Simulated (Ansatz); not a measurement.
# CH4AlBO, SMILES C[B]1[O][AlH]1: harmonic frequencies at the relaxed geometry

With Ansatz 0.2.0, Python API.

Notebook, run cell by cell (the value of a cell's last expression is shown):

```python
import ansatz as az
import numpy as np
```

```python
BASIS_SET = 'def2-SVP'
FUNCTIONAL = 'r2scan'

GEOMETRY = '''
C    -0.23750    1.20410   -0.32080
B     0.54390    0.06180    0.30850
O     1.63370   -0.92070    0.22500
Al    0.39790   -1.97150    0.66020
H     0.36380    2.13660   -0.45170
H    -1.14990    1.50460    0.31950
H    -0.62610    0.94420   -1.32950
H    -0.83360   -3.01620    0.53290
'''
```

```python
mol = az.Crystal.molecule()
for line in GEOMETRY.strip().splitlines():
    symbol, *xyz = line.split()
    mol = mol.atom(symbol, [float(v) for v in xyz])
```

```python
job = mol.calculation()
job = job.basis(gaussian=BASIS_SET)
job = job.functional(FUNCTIONAL)
symbols = [site.symbol for site in mol.cartesian_sites]
start = np.array([site.position_ang for site in mol.cartesian_sites], dtype=float)
def progress(event):
    if event['event'] == 'relax_step':
        row = event['data']
        print(f'step {row["step"]:3d}  E = {row["lagrangian_ev"]:.6f} eV  max force {row["allowed_force_max_ev_ang"]:.4f} eV/A')
```

```python
summary = job.relax(force_tolerance=0.003, max_steps=100).session().plan().execute(on_event=progress).report
end = np.array(summary['positions_ang'])
```

    step   1  E = -10412.945335 eV  max force 4.5614 eV/A
    step   2  E = -10414.068939 eV  max force 2.2436 eV/A
    step   3  E = -10414.576364 eV  max force 1.1049 eV/A
    step   4  E = -10414.882200 eV  max force 0.7108 eV/A
    step   5  E = -10415.076543 eV  max force 0.5656 eV/A
    step   6  E = -10415.207701 eV  max force 0.5402 eV/A
    step   7  E = -10415.289273 eV  max force 0.2681 eV/A
    step   8  E = -10415.310338 eV  max force 0.2747 eV/A
    step   9  E = -10415.316070 eV  max force 0.4961 eV/A
    step  10  E = -10415.330431 eV  max force 0.1219 eV/A
    step  11  E = -10415.332815 eV  max force 0.0944 eV/A
    step  12  E = -10415.334368 eV  max force 0.2182 eV/A
    step  13  E = -10415.323978 eV  max force 0.9033 eV/A
    step  14  E = -10415.334705 eV  max force 0.1614 eV/A
    step  15  E = -10415.336602 eV  max force 0.0295 eV/A
    step  16  E = -10415.336697 eV  max force 0.0273 eV/A
    step  17  E = -10415.336759 eV  max force 0.0236 eV/A
    step  18  E = -10415.336779 eV  max force 0.0183 eV/A
    step  19  E = -10415.336788 eV  max force 0.0115 eV/A
    step  20  E = -10415.336795 eV  max force 0.0036 eV/A
    step  21  E = -10415.336796 eV  max force 0.0004 eV/A

```python
print('bond        before    after (A)')
for i, j in [(0, 1), (0, 4), (0, 5), (0, 6), (1, 2), (1, 3), (2, 3), (3, 7)]:
    d0, d1 = (np.linalg.norm(xyz[i] - xyz[j]) for xyz in (start, end))
    print(f'{symbols[i]}{i}-{symbols[j]}{j}'.ljust(10), f'{d0:8.4f} {d1:8.4f}')
```

    bond        before    after (A)
    C0-B1        1.5203   1.5536
    C0-H4        1.1173   1.1028
    C0-H5        1.1545   1.1020
    C0-H6        1.1118   1.1020
    B1-O2        1.4697   1.3243
    B1-Al3       2.0687   2.0417
    O2-Al3       1.6795   1.8580
    Al3-H7       1.6199   1.5916

```python
# same settings at the minimum
minimum = az.Crystal.molecule()
for symbol, xyz in zip(symbols, end):
    minimum = minimum.atom(symbol, xyz.tolist())
vibrating = (
    minimum.calculation()
    .basis(gaussian=BASIS_SET)
    .functional(FUNCTIONAL)
    .phonons(temperatures=(200, 600, 100))
)
vib = vibrating.run(threads=1, pin='off').report['vibrations']
sums = vib['harmonic_sums']
modes = [m['omega_inv_cm'] for m in sums['modes_at_gamma'] if m['rigid_motion'] == 'no']
print('frequencies (1/cm):', ' '.join(f'{w:.0f}' for w in modes))
print('imaginary modes:', sum(w < 0 for w in modes), ' zero-point energy:', round(sums['zero_point_energy_ev'], 4), 'eV')
print('T (K)   F_vib (eV)   S_vib (meV/K)   C_vib (meV/K)')
for row in zip(sums['temperatures_k'], sums['vibrational_free_energy_ev'], vib['entropy_ev_per_k'], vib['heat_capacity_ev_per_k']):
    print(f'{row[0]:6.1f} {row[1]:11.4f} {1000 * row[2]:13.4f} {1000 * row[3]:15.4f}')
```

    frequencies (1/cm): 75 232 249 387 397 526 596 822 825 971 1279 1414 1415 1498 1906 3030 3136 3138
    imaginary modes: 0  zero-point energy: 1.3572 eV
    T (K)   F_vib (eV)   S_vib (meV/K)   C_vib (meV/K)
     200.0      1.3325        0.3002          0.3852
     300.0      1.2929        0.4904          0.5588
     400.0      1.2347        0.6714          0.7020
     500.0      1.1590        0.8412          0.8199
     600.0      1.0668        0.9995          0.9168

```python
# all hydrogen replaced by deuterium
heavier = vibrating.phonons(masses={'H': 2.014102}).run(threads=1, pin='off').report['vibrations']['harmonic_sums']
print('deuterated (1/cm):', ' '.join(f'{m["omega_inv_cm"]:.0f}' for m in heavier['modes_at_gamma'] if m['rigid_motion'] == 'no'))
print('zero-point energy falls by', round(sums['zero_point_energy_ev'] - heavier['zero_point_energy_ev'], 4), 'eV')
```

    deuterated (1/cm): 56 202 210 312 313 463 555 685 691 862 1020 1021 1063 1376 1490 2179 2318 2324
    zero-point energy falls by 0.2947 eV

Total energies depend on the basis set; only differences at equal settings carry meaning. The frequencies are harmonic and unscaled, in a modest basis. The result belongs to the one conformer reached from this start, and soft torsions count as harmonic oscillators. Finished in 4.1 min on 1 thread of Arm Neoverse V2, with other jobs on the host, peak memory 0.23 GiB.

(Lines on the test bed's own set-up are left out of the output.)
